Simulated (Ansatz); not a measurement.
# ClF₃OW: how energies converge with the basis set

How large a basis does ClF₃OW need? Two functionals are run in growing sets.

Method: one geometry, several basis sets; program: Ansatz 0.2.0, Gaussian basis.

Levels to be run: PBE0-D4/def2-SVP; ωB97M-V/def2-SVP; PBE0-D4/def2-QZVPP; ωB97M-V/def2-QZVPP; the functionals' def2-TZVPP values are taken from earlier runs.

**1. Structure used throughout**

An earlier PBE0-D4 in a triple-zeta def2 set relaxation fixed the geometry. W takes the def2 core potential; no spin-orbit term is included.

SMILES `[O]=[W]([F])([F])([F])[Cl]`, 6 atoms, charge 0, spin multiplicity 1.

Atoms are counted from 1 here; the program's logs count them from 0.

Bond lengths: O1–W2 1.670 Å, W2–F3 1.851 Å, W2–F4 1.851 Å, W2–F5 1.852 Å, W2–Cl6 2.271 Å. Angles: O1–W2–F3 103.0°, O1–W2–F4 103.0°, O1–W2–F5 107.8°, O1–W2–Cl6 106.1°, F3–W2–F4 153.9°, F3–W2–F5 84.8°, F3–W2–Cl6 87.7°, F4–W2–F5 84.8°, F4–W2–Cl6 87.7°, F5–W2–Cl6 146.1°.

**2. PBE0-D4 in def2-SVP**

The input, in.yaml:

```yaml
crystal:
  periodic: [false, false, false]
  atoms:
    - {symbol: O, position_ang: [-0.310343, -1.609218, 0.574433]}
    - {symbol: W, position_ang: [0.026816, -0.087573, -0.025466]}
    - {symbol: F, position_ang: [1.563771, 0.388206, 0.888860]}
    - {symbol: F, position_ang: [-1.292898, 0.158550, -1.299187]}
    - {symbol: F, position_ang: [1.156370, -0.289718, -1.478953]}
    - {symbol: Cl, position_ang: [-1.101616, 1.375752, 1.294112]}
basis:
  gaussian: {orbitals: def2-SVP}
hamiltonian: {xc: pbe0, dispersion: d4}
output: {orbitals: {seedname: orbitals}}
```

After this run come: ωB97M-V in def2-SVP; PBE0-D4 in def2-QZVPP; ωB97M-V in def2-QZVPP.

**Question.** What will the summary of the whole plan be? Wanted: PBE0-D4: double and triple zeta above quadruple; ωB97M-V: double and triple zeta above quadruple.

**Answer**, as computed:

```
                                       quantity           value
PBE0-D4: double and triple zeta above quadruple  18.63, 0.93 eV
ωB97M-V: double and triple zeta above quadruple  18.80, 0.87 eV
```

In words: PBE0-D4 gains 17.70 eV from double to triple zeta, then 0.93 eV more. These are total energies; as a rule much of such shifts cancels in differences, which this series doesn't test.
